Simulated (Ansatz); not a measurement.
The same path of a periodic cell of 21 atoms, Sr₄Al₈Ge₈H (host SrAl2Ge2, host structure P-3m1, interstitial H) was run twice with different band settings.

These are results of DFT PBEsol, scalar-relativistic, plane waves, PAW in Ansatz, not measurements. Settings: cutoff 420 eV, k mesh 2x2x2, gaussian smearing 0.1 eV, no spin polarisation.

Relaxed end points:

```xyz
21
Lattice="-4.2280 -7.3230 0.0000 6.3419 -3.6615 0.0000 0.0000 0.0000 7.4707" Properties=species:S:1:pos:R:3
Sr -0.028 -7.294 -0.001
Al 2.080 -6.079 2.817
Al -0.005 -4.876 4.640
Ge 2.095 -6.088 5.431
Ge -0.025 -4.864 2.034
Sr -2.147 -3.639 -0.003
Al -0.035 -2.435 2.816
Al 4.189 -4.873 4.644
Ge -0.049 -2.447 5.422
Ge 4.199 -4.866 2.043
Sr 2.079 -3.647 -0.001
Al 4.200 -2.421 2.808
Al 2.105 -1.211 4.622
Ge 4.201 -2.422 5.429
Ge 2.084 -1.199 2.053
Sr -0.023 0.018 -0.012
Al -2.134 -6.069 2.817
Al 2.089 -8.509 4.644
Ge -2.131 -6.051 5.422
Ge 2.088 -8.520 2.043
H -3.627 -7.675 5.106
```

```xyz
21
Lattice="-4.2280 -7.3230 0.0000 6.3419 -3.6615 0.0000 0.0000 0.0000 7.4707" Properties=species:S:1:pos:R:3
Sr 0.042 -7.334 0.002
Al 2.122 -6.103 2.832
Al 0.035 -4.899 4.655
Ge 2.139 -6.114 5.438
Ge 0.021 -4.891 2.041
Sr -2.081 -3.678 0.005
Al 0.029 -2.469 2.827
Al 4.249 -4.911 4.653
Ge 0.031 -2.456 5.427
Ge 4.247 -4.931 2.047
Sr 2.146 -3.687 0.001
Al 4.247 -2.447 2.847
Al 2.149 -1.238 4.663
Ge 4.266 -2.460 5.418
Ge 2.148 -1.238 2.042
Sr 0.029 -0.014 0.012
Al -2.073 -6.109 2.827
Al 2.153 -8.543 4.654
Ge -2.082 -6.118 5.427
Ge 2.169 -8.530 2.048
H -4.825 -6.992 2.374
```

Common settings: climbing image yes; optimiser quadratic models (default); force threshold 0.05 eV/Å; end points relaxed.

| run | movable images | spring | start path | iteration limit | theory |
| --- | --- | --- | --- | --- | --- |
| 1 | 7 | 2.0 eV/Å² | straight line | 58 | DFT PBEsol, scalar-relativistic, plane waves, PAW cutoff 420 eV, k mesh 2x2x2, gaussian smearing 0.1 eV, no spin polarisation |
| 2 | 3 | 5.0 eV/Å² | default | 50 | DFT PBEsol, scalar-relativistic, plane waves, PAW cutoff 300 eV, k mesh 2x2x2, gaussian smearing 0.1 eV, no spin polarisation |

Task: What does each run give, and how far can it be trusted?

Result: Run 1: converged after 19 iterations, highest image 0.307 eV above the first end. By the program's own check the climbing image is of a kind that is not told: the force calls were inconclusive, a negative curvature could not be distinguished from the path's own, the only one lies far off the path, or fixed occupations may fill a level only in part (lowest curvatures found: -0.22 and 0.66 eV/Å²).
Run 2: converged after 4 iterations, highest image 0.325 eV above the first end. The order of the stationary point at the top wasn't checked. The plane-wave cutoff is below what these datasets need, so energies and pressures aren't converged.
Limits of this set-up: coarse k mesh, odd electron count without spin.
